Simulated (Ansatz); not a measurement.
What does this script print? It uses the Python package of Ansatz (0.2.0).

`eumoo3.cif`
```cif
data_EuMoO3
_cell_length_a 4.100221
_cell_length_b 4.100221
_cell_length_c 4.100221
_cell_angle_alpha 90.00000
_cell_angle_beta 90.00000
_cell_angle_gamma 90.00000
_symmetry_space_group_name_H-M 'P 1'
_symmetry_Int_Tables_number 1
loop_
_symmetry_equiv_pos_as_xyz
'x, y, z'
loop_
_atom_site_label
_atom_site_type_symbol
_atom_site_fract_x
_atom_site_fract_y
_atom_site_fract_z
Eu1 Eu    0.000000    0.000000    0.000000
Mo2 Mo    0.500000    0.500000    0.500000
O3 O    0.500000    0.500000    0.000000
O4 O    0.500000    0.000000    0.500000
O5 O    0.000000    0.500000    0.500000
```

`plus_u_eumoo3.py`:
```python
# -*- coding: utf-8 -*-
'''How the states of EuMoO3 follow the Hubbard U.'''

import ansatz as az
from ase.io import read
import numpy as np


def count_gap(report):
    # lowest empty less highest filled band, counting bands; zero where they overlap
    return max(report.get('gap_by_band_count_ev') or 0.0, 0.0)

atoms = read('eumoo3.cif')
crystal = az.Crystal.from_ase(atoms).moments(Eu=7)

base = (
    crystal.calculation()
    .functional(az.Functional.LDA)
    .basis(41 * az.Ry)
    .kpoints(length=22)
    .occupations('fermi_dirac', width=100 * az.meV)
    .spin('collinear')
    .band_table()
)
rows = []
for u in [0.0, 1.5, 3.0, 4.5, 6.0]:
    summary = base.hubbard('Mo', 'd', u_eff=u).run(threads=1).report
    shell = summary['hubbard']['n_scf']
    rows.append((u, count_gap(summary), sum(shell) / len(shell), max(abs(m) for m in summary['site_moments_mub']), summary['n_iterations']))
print('      U_eff eV  gap by band count eV  Mo d occupation (projector)  largest moment muB      iterations')
for row in rows:
    print(f'{str(row[0]):>14s}  {row[1]:20.3f}  {row[2]:27.4f}  {row[3]:18.3f}  {row[4]:14d}')
print('eigenvalues of the first occupation matrix at the last U, by spin:')
for channel in summary['hubbard']['n_eig'][0]:
    print('  ', ' '.join(f'{n:.3f}' for n in channel))
```

```console
$ python plus_u_eumoo3.py
      U_eff eV  gap by band count eV  Mo d occupation (projector)  largest moment muB      iterations
           0.0                 0.000                       4.4945               6.727              12
           1.5                 0.000                       4.4860               6.723              12
           3.0                 0.000                       4.3188               6.689               2
           4.5                 0.000                       4.2906               6.629               2
           6.0                 0.000                       4.2580               6.616               2
eigenvalues of the first occupation matrix at the last U, by spin:
   0.320 0.320 0.879 0.879 0.879
   0.139 0.139 0.139 0.283 0.283
```

From U = 0 to 6 eV the largest site moment goes from 6.73 to 6.62 μB.

Open f shells: with a Hubbard U, without spin-orbit coupling; the state reached hangs on the start and needn't be the lowest. The mesh is modest for a metal, so energies can be off by several to tens of meV an atom and pressures by half a GPa or more; differences at equal mesh fare better. A gap by band count of zero or less means overlapping bands, a metal. This cell is a computed structure, which may not be the phase found in nature. Gaps and levels are Kohn-Sham values on a finite set of k-points, without spin-orbit coupling. Shell occupations and the effect of U depend on the projectors; a run with no .spin step is spin-unpolarised, and each U may end in a state that isn't the lowest. The whole script took 8.4 min on 1 thread of Arm Neoverse V2, with other jobs on the host, peak memory 1.1 GiB.

(A comment or docstring line of the script was reworded after the run, the code is as it ran.)
